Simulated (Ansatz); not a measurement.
# H₂O₂S₂W: how energies converge with the basis set

The task here is to estimate one member of a computed series from the others.

Method: one geometry, several basis sets; program: Ansatz 0.2.0, Gaussian basis.

Plan: PBE0-D4/def2-SVP; ωB97M-V/def2-SVP; PBE0-D4/def2-QZVPP; ωB97M-V/def2-QZVPP; the functionals' def2-TZVPP values are taken from earlier runs.

## The geometry

All runs share one geometry, relaxed beforehand with PBE0-D4 in a triple-zeta def2 set. W takes the def2 core potential; no spin-orbit term is included.

SMILES `[OH][W]([OH])(=[S])=[S]`, 7 atoms, charge 0, spin multiplicity 1.

Atoms are counted from 1 here; the program's logs count them from 0.

Bond lengths: O1–W2 1.871 Å, O1–H6 0.961 Å, W2–O3 1.871 Å, W2–S4 2.123 Å, W2–S5 2.126 Å, O3–H7 0.961 Å. Angles: W2–O1–H6 122.9°, O1–W2–O3 110.2°, O1–W2–S4 109.8°, O1–W2–S5 108.4°, O3–W2–S4 109.8°, O3–W2–S5 108.4°, S4–W2–S5 110.1°, W2–O3–H7 122.9°.

Geometry (Å):

```mol
H2O2S2W
  3D, bonds by distance, orders not assigned

  7  6  0  0  0  0  0  0  0  0999 V2000
   -0.5593    1.0161   -1.2768 O   0  0
    0.3264    0.1397    0.1192 W   0  0
    0.2762   -1.7121   -0.1445 O   0  0
   -0.5900    0.6276    1.9710 S   0  0
    2.3588    0.7634    0.1221 S   0  0
   -1.4394    1.3902   -1.1827 H   0  0
   -0.3115   -2.2931    0.3459 H   0  0
  1  2  8  0
  2  3  8  0
  2  4  8  0
  2  5  8  0
  1  6  8  0
  3  7  8  0
M  END
```

The first run:

File in.yaml:

```yaml
crystal:
  periodic: [false, false, false]
  atoms:
    - {symbol: O, position_ang: [-0.559311, 1.016054, -1.276762]}
    - {symbol: W, position_ang: [0.326423, 0.139744, 0.119241]}
    - {symbol: O, position_ang: [0.276217, -1.712066, -0.144502]}
    - {symbol: S, position_ang: [-0.589990, 0.627640, 1.971050]}
    - {symbol: S, position_ang: [2.358822, 0.763373, 0.122087]}
    - {symbol: H, position_ang: [-1.439412, 1.390220, -1.182733]}
    - {symbol: H, position_ang: [-0.311450, -2.293064, 0.345920]}
basis:
  gaussian: {orbitals: def2-SVP}
hamiltonian: {xc: pbe0, dispersion: d4}
output: {orbitals: {seedname: orbitals}}
```

On the command line:

```
$ ansatz run in.yaml --threads 4 --pin off --events-out ev --progress --plain --max-ram 10444MiB
```

Steps of the session up to this table: PBE0-D4 in def2-SVP; ωB97M-V in def2-SVP; PBE0-D4 in def2-QZVPP; ωB97M-V in def2-QZVPP.

One table of the session follows, with a row left open; its other results are not shown here.

It belongs to the step «Functionals by basis». 

```
functional       basis  HOMO (eV)  LUMO (eV)
   PBE0-D4    def2-SVP      -7.25      -2.61
   PBE0-D4  def2-TZVPP      -7.24      -2.63
   PBE0-D4  def2-QZVPP      -7.26      -2.67
   ωB97M-V    def2-SVP      -9.18      -0.55
   ωB97M-V  def2-TZVPP      -9.21      -0.62
   ωB97M-V  def2-QZVPP          ?          ?
```

Q: Estimate the row for ωB97M-V, def2-QZVPP from the others.

As computed: HOMO (eV): -9.23; LUMO (eV): -0.69. In the column «HOMO (eV)» it is the lowest.
